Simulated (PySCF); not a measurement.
# WH₄: triplet, from a PBE0 minimum start

Aim: relax WH₄ as a triplet from a PBE0 minimum start, check by its vibrations whether the end is a minimum, and collect its spectrum and constants.

The runs use PySCF 2.14.0; PBE0, basis W def2-TZVP with ECP60, H def2-TZVP, scalar-relativistic core potentials, no spin–orbit coupling, density fitting.

**1. Where the work starts**

5 atoms, charge 0, spin multiplicity 3.

Bond lengths: W1–H2 1.704 Å, W1–H3 1.704 Å, W1–H4 1.704 Å, W1–H5 1.704 Å. Angles: H2–W1–H3 109.5°, H2–W1–H4 109.5°, H2–W1–H5 109.5°, H3–W1–H4 109.5°, H3–W1–H5 109.5°, H4–W1–H5 109.5°.

```xyz
5
charge 0 multiplicity 3
W     0.0000    0.0000    0.0000
H     0.9838    0.9838    0.9838
H     0.9838   -0.9838   -0.9838
H    -0.9838   -0.9838    0.9838
H    -0.9838    0.9838   -0.9838
```

**2. The SCF at the typed geometry**

One driver script runs all steps and calls PySCF; scf.py shows how it sets up the SCF of each step. The optimiser is the driver's own. After this first run the driver tries any further starts and a stability analysis.

scf.py reads:

```python
from pyscf import gto, scf, dft
mol = gto.M(atom='''
W      0.000000    -0.000000     0.000000
H      0.983840     0.983840     0.983840
H      0.983840    -0.983840    -0.983840
H     -0.983840    -0.983840     0.983840
H     -0.983840     0.983840    -0.983840''',
    basis={'W': 'def2-TZVP', 'H': 'def2-TZVP'},
    ecp={'W': 'def2-TZVP'},
    charge=0, spin=2)
mf = dft.UKS(mol, xc='PBE0')
mf.grids.atom_grid = (50, 194)
aux = {'W': 'def2-universal-JKFIT', 'H': 'def2-universal-JKFIT'}
mf = mf.density_fit(auxbasis=aux)
mf.conv_tol = 1e-08
mf.diis_space = 10
mf.max_cycle = 60
mf.init_guess = 'minao'
mf.verbose = 4
mf.kernel()
```

Command:

```bash
$ OMP_NUM_THREADS=2 python axn.py task.json out
```

Standard output:

```text
init E= -50.2561162099433
[... the frontier-level lines of each cycle are left out ...]
cycle= 1 E= -69.3265583634009  delta_E= -19.1  |g|= 0.268  |ddm|= 4.68
cycle= 2 E= -69.3147531587067  delta_E= 0.0118  |g|= 0.28  |ddm|= 0.468
cycle= 3 E= -69.3525654982451  delta_E= -0.0378  |g|= 0.0939  |ddm|= 0.329
cycle= 4 E= -69.3577948408027  delta_E= -0.00523  |g|= 0.00612  |ddm|= 0.102
cycle= 5 E= -69.3579109119819  delta_E= -0.000116  |g|= 0.00293  |ddm|= 0.0169
cycle= 6 E= -69.3579504451035  delta_E= -3.95e-05  |g|= 0.000912  |ddm|= 0.0139
cycle= 7 E= -69.3579528531403  delta_E= -2.41e-06  |g|= 5.85e-05  |ddm|= 0.00403
cycle= 8 E= -69.3579528563985  delta_E= -3.26e-09  |g|= 1.62e-05  |ddm|= 0.000136
Extra cycle  E= -69.3579528561789  delta_E= 2.2e-10  |g|= 2.63e-05  |ddm|= 4.3e-05
converged SCF energy = -69.3579528561789  <S^2> = 2.0212002  2S+1 = 3.0141003
```

This step, with its further starts and checks, took 11 s on 2 threads of Arm Neoverse N1, shared host.

Energies from each starting density:

```
                      start  energy (Eh)
    the minimal-basis guess   -69.357953
a thermally smeared density   -69.357953
      a smeared PBE density   -69.357953
```

No lower solution of this spin turned up from the other starts or in the test of internal stability.

**3. Relaxing the triplet from the PBE0 minimum start**

The program finds Td symmetry in the start, which this walk keeps. The walk stops when the largest gradient is under 0.0003 Eh/bohr and the energy has settled too.

scf.py, as its differences from that of step 2:

```diff
@@ -3 +3 @@
-W      0.000000    -0.000000     0.000000
+W     -0.000000     0.000000    -0.000000
@@ -18 +17,0 @@
-mf.init_guess = 'minao'
```

Energy and gradient, step by step:

```
step  energy (Eh)  change (kJ/mol)  largest symmetric gradient (Eh/bohr)
   0   -69.357953             0.00                               0.00005
```

The walk took 1.8 s.

Geometry (Å) and forces (eV/Å) at some steps:

```
step 0
W    0.000   0.000   0.000   0.000   0.000   0.000
H    0.984   0.984   0.984   0.002   0.002   0.002
H    0.984  -0.984  -0.984   0.002  -0.002  -0.002
H   -0.984  -0.984   0.984  -0.002  -0.002   0.002
H   -0.984   0.984  -0.984  -0.002   0.002  -0.002
```

It settles in Td symmetry, 0.0 kJ/mol below the start, after 0 steps: W–H 1.704 Å (×4); H–W–H 109.5° (×6).

**4. Frequencies**

The point is checked on the finer grid, and tightened if its gradient asks for it. The Hessian and the dipole derivatives come from central differences of analytic gradients, with steps of 0.02 bohr.

scf.py, as its differences from that of step 3:

```diff
@@ -3 +3 @@
-W     -0.000000     0.000000    -0.000000
+W      0.000000    -0.000000     0.000000
@@ -12 +12 @@
-mf.grids.atom_grid = (50, 194)
+mf.grids.atom_grid = (75, 302)
@@ -15 +15 @@
-mf.conv_tol = 1e-08
+mf.conv_tol = 1e-10
```

The driver hands on the density of the step before, so the log starts near convergence.

SCF at the final geometry:

```text
init E= -69.3579931462796
[... the frontier-level lines of each cycle are left out ...]
cycle= 1 E= -69.3579931462798  delta_E= -2.27e-13  |g|= 2.87e-07  |ddm|= 1.26e-06
Extra cycle  E= -69.357993146281  delta_E= -1.22e-12  |g|= 2.34e-07  |ddm|= 7.69e-07
converged SCF energy = -69.357993146281  <S^2> = 2.0212168  2S+1 = 3.0141113
```

The whole step took 28 s.

Geometry: Td; W–H 1.704 Å (×4); H–W–H 109.5° (×6).

Modes, for the most abundant isotopes:

```json
{"symmetry": "t2", "ω (cm⁻¹)": "586", "IR (km/mol)": "350", "μ (u)": "1.02"}
{"symmetry": "e", "ω (cm⁻¹)": "691", "IR (km/mol)": "0.0", "μ (u)": "1.01"}
{"symmetry": "t2", "ω (cm⁻¹)": "1983", "IR (km/mol)": "691", "μ (u)": "1.02"}
{"symmetry": "a1", "ω (cm⁻¹)": "2026", "IR (km/mol)": "0.0", "μ (u)": "1.01"}
```

Every mode is real; the point is a minimum.

Constants and moments:

```
Dipole moment                                                   : 0.00 D
Highest occupied level                                          : -6.75 eV
Lowest empty level                                              : -2.06 eV
Rotational constants                                            : 2.16, 2.16, 2.16 cm⁻¹
Zero-point energy                                               : 66.5 kJ/mol
Principal polarisabilities                                      : 47.1, 47.1, 47.1 bohr³
Atomisation energy without zero-point energy                    : 1165 kJ/mol
Principal traceless quadrupole moments about the centre of mass : 0.00, 0.00, 0.00 D Å
Entropy at 298.15 K and 1 bar (electronic part: spin only)      : 245.4 J/(mol K)
Heat capacity Cp at 298.15 K                                    : 53.9 J/(mol K)
Enthalpy at 298.15 K above 0 K                                  : 11.85 kJ/mol
Rotational symmetry number                                      : 12
Spin squared ⟨S²⟩                                               : 2.021
```

Charges (e) and bond orders:

```json
{"atom": "W1", "Mulliken": "0.46", "Löwdin": "0.34", "polar tensor": "1.13", "spin (Mulliken)": "2.35", "Mayer order to W1": "–"}
{"atom": "H2,3,4,5", "Mulliken": "-0.11", "Löwdin": "-0.08", "polar tensor": "-0.28", "spin (Mulliken)": "-0.09", "Mayer order to W1": "0.98"}
```

Mulliken populations on W1 (outside its core potential): s 2.85, p 6.32, d 4.34, f 0.03.

**5. What came out**

| quantity | value |
| --- | --- |
| minimum | triplet, Td |
| geometry | W–H 1.704 Å (×4); H–W–H 109.5° (×6) |
| wavenumbers (cm⁻¹) | 586 (t2), 691 (e), 1983 (t2), 2026 (a1) |
| dipole moment | 0.00 D |
| highest occupied, lowest empty level (either spin) | -6.75, -2.06 eV |
| polar-tensor charge of W1 | +1.13 e |
| zero-point energy | 66.5 kJ/mol |
| entropy at 298.15 K | 245.4 J/(mol K) |
| atomisation energy (no zero-point energy) | 1165 kJ/mol |
| ⟨S²⟩ | 2.021 |

In words: The molecule stays Td, as typed, and the end point is a minimum. The strongest infrared band lies at 1983 cm⁻¹ (t2, stretch). The dipole vanishes although W1 carries +1.1 e by the polar tensor: the bond dipoles cancel. Most of the spin sits on W1 (Mulliken spin 2.35, against 2 for the whole molecule). Other starts or spin states, not run here, may lie lower. Open d and f shells are described by one determinant, and the ground state may have another occupation or spin. Spin–orbit coupling, left out here, can matter for elements this heavy.

The search up to here took 41 s.
